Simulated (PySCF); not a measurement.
NGeH3, in a box:

```
N Ge H
1.0
    11.00000    0.00000    0.00000
     0.00000   13.00000    0.00000
     0.00000    0.00000   10.00000
N Ge H
1 1 3
Cartesian
  5.4433 5.7646 5.1647
  6.5108 7.2199 5.3128
  5.6866 4.8822 5.5037
  4.5555 5.7511 4.6889
  5.4242 8.1804 4.5390
```

The cell isn't the ideal one: atoms moved at random, drawn with an rms of 0.05 Å.

Base run:

```yaml
Program: PySCF 2.14.0
Functional: PBE
Potentials_or_basis: pob-tzvp-rev2 (all-electron)
k_mesh: 1 × 1 × 1
Occupations: fixed
Spin: no spin polarisation
```

Its results: gap between the frontier levels 3.20 eV.

After a change of settings the same cell gave: gap between the frontier levels 4.22 eV. Which change was it?
A. functional from PBE to r2SCAN50; dispersion from none to D4
B. functional from PBE to BLYP; dispersion from none to D3(OP)
C. functional from PBE to BHandHLYP
D. functional from PBE to TPSSh; dispersion from none to D3(BJ)

D.

Caveats: this is a molecule in a periodic box at the Γ point, so its band gap is the HOMO-LUMO gap; relativity is left out, which matters for the heavier elements; the basis of atomic orbitals isn't converged, which shifts pressures, moduli and gaps; this basis is made for solids and lacks diffuse functions, so gaps of a molecule come out too wide by an eV or more.
